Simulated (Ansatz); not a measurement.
Input of an Ansatz 0.2.0 run:

input.yaml

```yaml
crystal:
  lattice:
    - [-2.13936, 2.13936, 5.282488]
    - [2.13936, -2.13936, 5.282488]
    - [2.13936, 2.13936, -5.282488]
  atoms:
    - { symbol: Te, position: [0.0, 0.0, 0.0] }
    - { symbol: Mg, position: [0.25, 0.75, 0.5] }
    - { symbol: Mg, position: [0.75, 0.25, 0.5] }
    - { symbol: Mg, position: [0.5, 0.5, 0.0] }
hamiltonian:
  xc: pbesol
  pseudopotentials: { kind: paw_fr }
magnetization:
  noncollinear: true
  spin_orbit: true
kpoints:
  mp_grid: { grid: [9, 9, 9] }
  band_path:
    path:
      - [[0.0, 0.0, 0.0], [-0.5, 0.5, 0.0], [-0.5, 0.5, -0.0820088476], [-0.2910044238, 0.2910044238, -0.2910044238], [0.0, 0.0, 0.0], [0.5, 0.5, -0.5], [0.2910044238, 0.7089955762, -0.7089955762], [0.0, 0.5, -0.5], [-0.25, 0.75, -0.25], [0.0820088476, 0.9179911524, -0.5], [0.5, 0.5, -0.5]]
      - [[-0.5, 0.5, 0.0], [-0.25, 0.75, -0.25]]
    npoints: 14
scf:
  occupations: { method: fermi_dirac, width: 0.05 }
  n_extra_bands: 10
output:
  forces: true
  stress: true
  eigenvalues: true
  fatbands: false
```

Potentials or basis: Ansatz PAW.

The run is started by

```console
$ ansatz run input.yaml --threads 2 --pin off --max-ram 5632MiB --backend cpu --events-out ev --progress --plain --runs-dir out
```

Problem. Estimate the band gap on the k mesh.

Solution. None (metal or under the smearing width).

Problem. Estimate the pressure.

Solution. -1.0 GPa.

Stress tensor (GPa, compression positive):
```
-0.92  0.00  0.00
 0.00 -0.92  0.00
 0.00  0.00 -1.11
```

Caveat: the PAW data sets come from PBE, with cores solved anew for the run's functional, which leaves a small shift of forces and pressure.
